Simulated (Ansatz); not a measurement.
# CAlF2N (SMILES N#[C][Al]([F])[F]): a rigid scan of the bond length N1–C2

The task here is to estimate one member of a computed series from the others.

The runs use Ansatz 0.2.0, Gaussian basis; single points in def2-TZVPP.

Levels: PBE-D4, r2SCAN-D4, PBE0-D4, B3LYP-D4, wB97M-V, Hartree-Fock, MP2, CCSD, CCSD(T). The scan takes 0.945, 0.994, 1.065, 1.148, 1.240, 1.339, 1.444 Å.

Correlated methods freeze the cores. B3LYP uses VWN-RPA correlation.

21 further runs of the same task are left out: 21 set aside as unsound or not needed.

### Where the work starts

The minimum, relaxed at PBE0-D4: SMILES `N#[C][Al]([F])[F]`, 5 atoms, charge 0, spin multiplicity 1.

Atoms are counted from 1 here; the program's logs count them from 0.

Bond lengths: N1–C2 1.152 Å, C2–Al3 1.905 Å, Al3–F4 1.627 Å, Al3–F5 1.627 Å. Angles: N1–C2–Al3 180.0°, C2–Al3–F4 119.3°, C2–Al3–F5 119.3°, F4–Al3–F5 121.5°.

Geometry (Å):

```
N     1.5285   -1.2486    1.3518
C     0.7941   -0.6519    0.6941
Al   -0.4197    0.3344   -0.3931
F    -1.7034   -0.4252   -1.0425
F    -0.1496    1.9177   -0.6518
```

Energies of the minimum (eV), from earlier single points: PBE-D4 -14553.39721, r2SCAN-D4 -14560.89772, PBE0-D4 -14553.86847, B3LYP-D4 -14565.99983, wB97M-V -14563.09426, CCSD(T) -14540.48014.

At the minimum the bond length N1–C2 is 1.152 Å.

The first run:

ccsdt-tzvpp/in.yaml

```yaml
crystal:
  periodic: [false, false, false]
  atoms:
    - {symbol: N, position_ang: [1.528495, -1.248620, 1.351812]}
    - {symbol: C, position_ang: [0.926271, -0.759293, 0.812451]}
    - {symbol: Al, position_ang: [-0.287560, 0.227006, -0.274771]}
    - {symbol: F, position_ang: [-1.571283, -0.532630, -0.924122]}
    - {symbol: F, position_ang: [-0.017478, 1.810297, -0.533407]}
basis:
  gaussian: {orbitals: def2-TZVPP}
correlation: {method: ccsd_t}
```

No record of the launch command was kept for these runs.

Among the steps run: N1–C2 = 0.945 Å; N1–C2 = 0.994 Å; N1–C2 = 1.065 Å; N1–C2 = 1.148 Å; N1–C2 = 1.240 Å; N1–C2 = 1.339 Å; N1–C2 = 1.444 Å.

One of the session's tables, all rows but one given; the rest of the session is left out.

Energies less that of the minimum at the same level (kcal/mol):

```
bond length (Å)  PBE-D4  PBE0-D4  B3LYP-D4  wB97M-V  Hartree-Fock
          0.945   104.4     98.0      97.2     97.3          86.3
          0.994    56.0     50.8      50.5     50.2          41.4
          1.065       ?        ?         ?        ?             ?
          1.148     0.2      0.0       0.0      0.0          -0.3
1.152 (minimum)     0.0      0.0       0.0      0.0           0.0
          1.240     5.9      9.1       8.8      9.6          15.5
          1.339    26.9     34.0      33.0     35.2          48.2
          1.444    56.9     68.3      66.2     70.5          91.3
```

**Question.** Estimate the row for bond length (Å) = 1.065.

Worked estimate for «PBE-D4». A straight line through the neighbours (0.994, 56.0) and (1.148, 0.2) gives 56.0 + (0.2 − 56.0) × (1.065 − 0.994) / (1.148 − 0.994) = 30.3; a parabola fitted to 4 rows on both sides gives 19.0.

The run gave: PBE-D4: 16.1; PBE0-D4: 13.1; B3LYP-D4: 13.1; wB97M-V: 12.8; Hartree-Fock: 7.6. In «PBE-D4» the line misses by +14.2 and the parabola by +2.9.
